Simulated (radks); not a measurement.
# Ionising zirconium step by step, Zr³³⁺ to Zr³⁷⁺

Wanted: the ionisation ladder of zirconium and its errors against NIST. Each value is a difference of total energies (Δ-SCF).

The numbers are computed with radks (a radial shooting solver on a logarithmic mesh, Libxc functionals) version 1 (Dirac Kohn-Sham, LDA (Slater exchange, Perdew-Wang correlation), spin-unpolarised, spherical densities, finite nucleus; open shells fill j = l - 1/2 first), except any that are marked as measured or tabulated.

## 1. Starting point

```
element             : zirconium (Z = 40)
charges             : 33 to 37
first configuration : [He] 2s2 2p3
last configuration  : [He] 2s1
```

## 2. Zr³³⁺, [He] 2s2 2p3

Settings of this run:

```text
Z 40
configuration [He] 2s2 2p3 3s0 3p0
relativity Dirac
functional lda,pw
spin unpolarised
j_filling energy
nucleus finite rms 4.2694 fm
c 137.035999084
```

## 3. Zr³⁴⁺, [He] 2s2 2p2

Input: that of step 2 with these lines changed.

```diff
@@ -1,3 +1,3 @@
 Z 40
-configuration [He] 2s2 2p3 3s0 3p0
+configuration [He] 2s2 2p2
 relativity Dirac
```

## 4. Zr³⁵⁺, [He] 2s2 2p1

Input: that of step 3 with these lines changed.

```diff
@@ -1,3 +1,3 @@
 Z 40
-configuration [He] 2s2 2p2
+configuration [He] 2s2 2p1
 relativity Dirac
```

## 5. Zr³⁶⁺, [He] 2s2

Input: that of step 4 with these lines changed.

```diff
@@ -1,3 +1,3 @@
 Z 40
-configuration [He] 2s2 2p1
+configuration [He] 2s2
 relativity Dirac
```

## 6. Zr³⁷⁺, [He] 2s1

Input: that of step 5 with these lines changed.

```diff
@@ -1,3 +1,3 @@
 Z 40
-configuration [He] 2s2
+configuration [He] 2s1 2p0 3s0
 relativity Dirac
```

What does the calculation give? Wanted: for each run, species; configuration; Δ-SCF; −ε(HOMO); NIST; error.

As calculated:

| species | configuration | Δ-SCF (eV) | −ε(HOMO) (eV) | NIST (eV) | error (%) |
| --- | --- | --- | --- | --- | --- |
| Zr³³⁺ | [He] 2s2 2p3 | 4292.6 | 4207.1 | 4300 (semi-emp.) | -0.2 |
| Zr³⁴⁺ | [He] 2s2 2p2 | 4566.1 | 4477.5 | 4553 (semi-emp.) | +0.3 |
| Zr³⁵⁺ | [He] 2s2 2p1 | 4743.8 | 4654.9 | 4744 (semi-emp.) | -0.0 |
| Zr³⁶⁺ | [He] 2s2 | 4996.8 | 4923.8 | 4991 (semi-emp.) | +0.1 |

Reference values: NIST Atomic Spectra Database (exp. measured, semi-emp. semi-empirical, theory a theoretical value adopted there). Per unit of the charge left behind, the cost jumps most at Zr³⁴⁺ ([He] 2s2 2p2): from 4292.6 to 4566.1 eV. Against the measured or semi-empirical entries the Δ-SCF values err by +0.1 % on average (signed), at worst +0.3 % (Zr³⁴⁺). Minus the highest eigenvalue gives 98 to 99 % of the Δ-SCF value along the ladder. Spin polarisation and multiplet splitting are left out, so open shells lie too high by an amount that depends on their filling.
